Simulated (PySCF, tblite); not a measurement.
# C5H9GeO radical: geometry, infrared bands and EPR parameters

What infrared bands and EPR parameters should C5H9GeO radical (`[GeH3][O]C12C[C](C1)C2`) show?

Programs: tblite 0.8.0 and PySCF 2.14.0, with density-fitted response routines of our own. Each step states its level of theory. These are calculated values for one molecule in the gas phase, unless marked as measured. Atoms are numbered from 0 throughout.

### 1 The starting structure

16 atoms, charge 0, multiplicity 2; geometry from: force field or distance geometry start.

Bonds of the start (Å): Ge0–O1 1.81, O1–C2 1.40, C2–C3 1.53, C3–C4 1.57, C4–C5 1.55, C4–C6 1.55, C5–C2 1.53, C6–C2 1.51, Ge0–H7 1.55, Ge0–H8 1.55, Ge0–H9 1.54, C3–H10 1.12, C3–H11 1.10, C5–H12 1.13, C5–H13 1.11, C6–H14 1.12, C6–H15 1.11.

### 2 Geometry optimisation with GFN2-xTB

Job settings and geometry (Å):

```
{"job": {"kind": "relax", "xc": "GFN2-xTB", "basis": "xTB"}, "charge": 0, "multiplicity": 2}
Ge     2.314000    -0.042400    -0.190600
O      0.954100     1.062700     0.275100
C     -0.249800     0.364000     0.146100
C     -0.840900    -0.164000    -1.158900
C     -1.862700    -0.397300     0.012400
C     -1.575200     1.052100     0.471900
C     -0.683500    -0.867300     0.905100
H      2.332600    -1.282000     0.735000
H      2.149100    -0.475800    -1.668400
H      3.647300     0.711900    -0.032400
H     -0.373000    -1.099600    -1.560200
H     -1.128600     0.582000    -1.919000
H     -1.763100     1.268000     1.564600
H     -1.888000     1.867300    -0.220300
H     -0.830600    -0.740100     2.011600
H     -0.209000    -1.830700     0.616800
```

The run is started by

```
> OMP_NUM_THREADS=1 python probes_run.py task.json out
```

This one command runs all jobs of the session in turn.

Standard output:

```text
step      E/eV     max force
  0    -575.21878    1.629
  1    -575.38348    0.947
  2    -575.45758    0.605
  3    -575.48128    0.469
  4    -575.50472    0.263
  5    -575.50952    0.246
  6    -575.51612    0.215
  7    -575.52111    0.201
  8    -575.52622    0.207
  9    -575.52994    0.130
 10    -575.53347    0.171
 11    -575.53715    0.179
 12    -575.54149    0.215
 13    -575.54598    0.184
 14    -575.55024    0.149
 15    -575.55411    0.149
 16    -575.55723    0.153
 17    -575.55929    0.114
 18    -575.56062    0.119
 19    -575.56189    0.114
 20    -575.56384    0.142
 21    -575.56697    0.229
 22    -575.57090    0.249
 23    -575.57409    0.168
 24    -575.57591    0.088
 25    -575.57715    0.094
 26    -575.57832    0.112
 27    -575.57946    0.100
 28    -575.58031    0.085
 29    -575.58074    0.056
 30    -575.58092    0.033
 31    -575.58102    0.030
 32    -575.58113    0.026
 33    -575.58129    0.041
 34    -575.58146    0.041
 35    -575.58157    0.020
 36    -575.58161    0.012
 37    -575.58163    0.011
 38    -575.58166    0.018
 39    -575.58170    0.019
 40    -575.58173    0.011
 41    -575.58175    0.009
```

Run time: 0.39 s. Hardware: 1 thread of Arm Neoverse N1, shared host; peak memory 0.18 GiB.

Relaxation path: (not every step is listed)

```csv
step,energy from step 0 (eV),largest force (eV/Å)
0,0.0000,1.6286
1,-0.1647,0.9469
2,-0.2388,0.6047
3,-0.2625,0.4688
4,-0.2859,0.2626
5,-0.2907,0.2459
6,-0.2973,0.2150
7,-0.3023,0.2008
8,-0.3074,0.2068
10,-0.3147,0.1712
12,-0.3227,0.2153
14,-0.3315,0.1492
16,-0.3384,0.1528
18,-0.3418,0.1189
20,-0.3451,0.1416
22,-0.3521,0.2485
24,-0.3571,0.0875
26,-0.3595,0.1121
28,-0.3615,0.0847
30,-0.3621,0.0332
32,-0.3623,0.0262
34,-0.3627,0.0407
36,-0.3628,0.0123
37,-0.3628,0.0112
38,-0.3629,0.0179
39,-0.3629,0.0188
40,-0.3629,0.0114
41,-0.3630,0.0087
```

Close pairs (by a distance rule), those that changed most:

```csv
bond,before (Å),after (Å),change (Å)
Ge0–O1,1.813,1.756,-0.057
Ge0–H9,1.540,1.487,-0.053
Ge0–H8,1.549,1.502,-0.047
Ge0–H7,1.547,1.502,-0.045
C5–H12,1.130,1.085,-0.045
C3–C4,1.572,1.531,-0.040
C6–H14,1.123,1.085,-0.038
C3–H10,1.120,1.087,-0.033
```

The next job starts from the end point, and lists it.

### 3 Harmonic vibrations with GFN2-xTB

Job settings and geometry (Å):

```
{"job": {"kind": "ir", "xc": "GFN2-xTB", "basis": "xTB"}, "charge": 0, "multiplicity": 2}
Ge     2.476721    -0.060823    -0.208433
O      1.012123     0.818126     0.197744
C     -0.269989     0.312327     0.124560
C     -0.960584    -0.208143    -1.150746
C     -1.918157    -0.311160     0.039853
C     -1.532982     1.106639     0.488937
C     -0.803531    -0.903218     0.906988
H      2.610684    -1.263976     0.681157
H      2.434716    -0.479846    -1.650482
H      3.482644     0.997451     0.071013
H     -0.574634    -1.135946    -1.565504
H     -1.190161     0.523564    -1.918596
H     -1.671131     1.353513     1.536202
H     -1.801449     1.928485    -0.166415
H     -0.893601    -0.793680     1.982993
H     -0.408269    -1.874368     0.619319
```

Standard output:

```text
mode    cm-1     km/mol
  1      23.2      0.50
  2      95.9      0.53
  3     120.3      0.04
  4     288.0      4.29
  5     350.1      5.18
  6     452.6     34.37
  7     537.1      1.50
  8     542.5      2.41
  9     577.5     96.44
 10     617.4    124.19
 11     688.8    227.77
 12     753.7      7.53
 13     754.2    168.66
 14     768.6      0.09
 15     791.5    150.60
 16     825.4    154.85
 17     866.8      3.86
 18     916.1      0.12
 19     931.8      0.00
 20    1009.1     24.21
 21    1039.4      0.48
 22    1045.4      0.86
 23    1070.2      0.86
 24    1071.3      2.42
 25    1082.6      0.02
 26    1087.4      0.56
 27    1167.8      3.07
 28    1171.8      9.73
 29    1178.9     25.95
 30    1263.0    198.02
 31    1467.7      0.21
 32    1471.3      0.13
 33    1513.3      8.00
 34    1939.9     95.16
 35    1999.2    487.52
 36    2108.0    363.84
 37    3002.4      7.77
 38    3009.4     90.49
 39    3029.2     34.10
 40    3033.9      1.64
 41    3037.4     45.84
 42    3041.6     73.35
```

Wall time 0.76 s (1 thread of Arm Neoverse N1, shared host); peak memory 0.18 GiB.

The strongest bands and the atoms that carry them (share of the mass-weighted mode):

```csv
cm⁻¹,km/mol,atoms
617,124.2,"H9 37 %, O1 32 %"
689,227.8,O1 45 %
754,168.7,"H9 36 %, H7 24 %, H8 23 %"
792,150.6,"H9 58 %, H7 20 %, H8 20 %"
825,154.8,"H8 48 %, H7 48 %"
1263,198.0,C2 60 %
1999,487.5,"H8 49 %, H7 49 %"
2108,363.8,H9 92 %
```

### 4 EPR parameters: B3LYP/def2-TZVP-core+pcH-1

Same as in step 3 but for these lines:

```diff
@@ -1,2 +1,2 @@
-{"job": {"kind": "ir", "xc": "GFN2-xTB", "basis": "xTB"}, "charge": 0, "multiplicity": 2}
+{"job": {"kind": "epr", "basis": "pcH-1"}, "charge": 0, "multiplicity": 2}
 Ge     2.476721    -0.060823    -0.208433
```

Method: UKS B3LYP, def2-TZVP-core on Ge, pcH-1 on C H O, non-relativistic, mean-field spin-orbit, GIAO.

Standard output:

```text
UKS, coarse grid
  cycle   1  E = -2347.92405468  |g| = 1.42e+00
  cycle   2  E = -2347.60187055  |g| = 1.34e+00
  cycle   3  E = -2347.97259020  |g| = 6.06e-01
  cycle   4  E = -2348.08452612  |g| = 1.82e-01
  cycle   5  E = -2348.09368924  |g| = 3.99e-02
  cycle   6  E = -2348.09428457  |g| = 5.90e-03
  cycle   7  E = -2348.09429785  |g| = 2.77e-03
  cycle   8  E = -2348.09430230  |g| = 5.21e-04
UKS, final grid
  cycle   1  E = -2348.09432166  |g| = 6.15e-04
  cycle   2  E = -2348.09432140  |g| = 1.08e-03
  cycle   3  E = -2348.09432182  |g| = 1.03e-04
  cycle   4  E = -2348.09432183  |g| = 5.97e-05
  cycle   5  E = -2348.09432183  |g| = 1.57e-05
E = -2348.09432183 Eh   <S^2> = 0.7526 (exact 0.7500)
g shifts (ppm)      1          2          3
  rmc          -179       -179       -179
  gc             22         10         27
  oz_so        -201       1000       1169
  total        -359        831       1017
hyperfine (MHz)  atom isotope    a_iso     a_fc   dipolar eigenvalues
    0  73Ge       0.31       0.28     -0.90      0.44      0.46
    1   17O     -65.70     -65.69    -19.57      9.61      9.96
    2   13C     167.14     167.14     -0.63      0.31      0.32
    3   13C      10.68      10.67     -7.35     -4.67     12.02
    4   13C     387.35     387.42    -64.90    -64.86    129.76
    5   13C      13.74      13.74     -6.93     -4.37     11.30
    6   13C      10.66      10.65     -7.36     -4.68     12.04
    7    1H      -0.76      -0.76     -1.01     -0.63      1.64
    8    1H      -0.76      -0.76     -1.01     -0.63      1.64
    9    1H       2.59       2.58     -0.89     -0.49      1.38
   10    1H       0.13       0.13     -5.71     -3.56      9.28
   11    1H      -0.43      -0.43     -5.70     -3.55      9.25
   12    1H      -0.43      -0.43     -5.65     -3.57      9.22
   13    1H      -0.43      -0.43     -5.65     -3.57      9.22
   14    1H      -0.41      -0.42     -5.70     -3.56      9.26
   15    1H       0.15       0.15     -5.72     -3.57      9.28
```

Wall time 5.1 min (1 thread of Arm Neoverse N1, shared host); peak memory 1.3 GiB.

Principal g values 2.00196, 2.00315, 2.00334; g(iso) = 2.00282, against 2.00232 for a free electron.

Hyperfine couplings, nucleus by nucleus at this fixed geometry (no averaging over rotations):

```csv
nuclei,isotope,a(iso) (MHz),"a(iso) (G, at g = 2.0023)",largest dipolar term (MHz)
C4,13C,387.3,138.2,129.8
C2,13C,167.1,59.6,-0.6
O1,17O,-65.7,-23.4,-19.6
C5,13C,13.7,4.9,11.3
C3,13C,10.7,3.8,12.0
C6,13C,10.7,3.8,12.0
H9,1H,2.6,0.9,1.4
H8,1H,-0.8,-0.3,1.6
H7,1H,-0.8,-0.3,1.6
H13,1H,-0.4,-0.2,9.2
H11,1H,-0.4,-0.2,9.3
H12,1H,-0.4,-0.2,9.2
H14,1H,-0.4,-0.1,9.3
Ge0,73Ge,0.3,0.1,-0.9
```

Mulliken spin populations:

Ge0 0.01; O1 0.05; C2 0.07; C3 0.02; C4 0.83; C5 0.02; C6 0.02; H7 0.00; H8 0.00; H9 0.00; H10 0.00; H11 0.00; H12 0.00; H13 0.00; H14 0.00; H15 0.00

The fields below are evaluated on a grid from the run's orbitals.

ELF in a plane through or near 7 of the atoms.

Ten even steps from '0' (0.00) to '9' (1.00):
```
0000000000000000000000000000
0000000000000000000000000000
0000000000000000100000000000
0000000000000026861000000000
0000013652000069996000000000
0000289998100179996000000000
0000499999200269983000000000
0000399999200453263211000000
0000168997100573586664100000
0000024322100465542786300000
0000024322100465542786300000
0000169997200574686664100000
0000399999200453363211000000
0000499999200269983000000000
0000289999000179996000000000
0000013652000069996000000000
0000000000000026761000000000
0000000000000000000000000000
0000000000000000000000000000
0000000000000000000000000000
```
The map spans 11.7 Å across and 9.3 Å up, centred on the molecule. Atoms in the plane (x, y in Å): C3 (0.8, -1.1), C4 (1.8, 0.0), C6 (0.8, 1.1), H7 (-2.7, 1.2), H8 (-2.7, -1.2), H11 (1.0, -2.1), H14 (1.0, 2.1).

log10 of the density (e/Å³) in the same plane.

Values, 10 rows by 14 columns:
```
-4.0 -4.0 -4.0 -4.0 -4.0 -4.0 -4.0 -4.0 -4.0 -4.0 -4.0 -4.0 -4.0 -4.0
-4.0 -4.0 -4.0 -3.7 -3.6 -3.9 -3.6 -2.9 -2.6 -3.1 -4.0 -4.0 -4.0 -4.0
-4.0 -4.0 -3.1 -2.4 -2.3 -2.7 -2.5 -1.5 -1.0 -1.7 -3.0 -4.0 -4.0 -4.0
-4.0 -3.3 -2.1 -0.9 -0.6 -1.6 -1.6 -0.3  0.2 -1.0 -2.1 -3.1 -4.0 -4.0
-4.0 -3.1 -1.8 -0.5 -0.1 -1.0 -1.1  0.0  0.2 -0.1 -1.0 -2.1 -3.6 -3.8
-4.0 -3.1 -1.8 -0.7 -0.2 -0.9 -1.0 -0.1  0.0  0.5 -0.6 -2.0 -3.3 -3.4
-4.0 -3.1 -1.9 -0.5  0.1 -1.2 -1.2  0.0  0.5 -0.6 -1.5 -2.5 -3.7 -3.7
-4.0 -3.6 -2.5 -1.5 -1.3 -2.0 -1.9 -0.7  0.0 -1.2 -2.5 -3.7 -4.0 -4.0
-4.0 -4.0 -3.6 -3.0 -2.9 -3.3 -3.0 -2.1 -1.7 -2.4 -3.5 -4.0 -4.0 -4.0
-4.0 -4.0 -4.0 -4.0 -4.0 -4.0 -4.0 -3.9 -3.6 -4.0 -4.0 -4.0 -4.0 -4.0
```
The map spans 11.7 Å across and 9.3 Å up, centred on the molecule. Atoms in the plane (x, y in Å): C3 (0.8, -1.1), C4 (1.8, 0.0), C6 (0.8, 1.1), H7 (-2.7, 1.2), H8 (-2.7, -1.2), H11 (1.0, -2.1), H14 (1.0, 2.1).

On the surface of density 0.002 e/bohr³ the electrostatic potential runs, from the 1st to the 99th percentile, from -1.25 V near O1 to 1.30 V near H8.

The spin density lies nearest to C4 72 %; O1 6 %.

### 5 Summary of results

| quantity | value |
| --- | --- |
| strongest single infrared mode (GFN2-xTB) | 1999 cm⁻¹, 488 km/mol |
| zero-point energy (GFN2-xTB) | 74.0 kcal/mol |
| g(iso) (B3LYP) | 2.00282 |
| ⟨S²⟩ | 0.753 (exact 0.75) |
| largest a(iso) | 13C on C4, 387.3 MHz |
| potential on the surface of density 0.002 e/bohr³, 1st and 99th percentile | -1.25 V and 1.30 V |

**Reading.** Over 41 steps the energy fell by 0.363 eV; of the close pairs, Ge0–O1 changed most, 1.813 to 1.756 Å. All 42 modes are real, so the xTB geometry is a minimum. The strongest single mode, at 1999 cm⁻¹, moves mainly H8 and H7. GFN2-xTB is a fitted tight-binding method: band positions and strengths are rough. Its intensities can rank the bands wrongly. Most of the unpaired spin sits on C4 (0.83 e). The isotropic g lies 0.5 ppt above the free-electron value. The hyperfine terms hold no scalar relativity, which the heavier nuclei need. The conformer search found further structures of the same energy, which may be mirror or relabelled copies of this one.
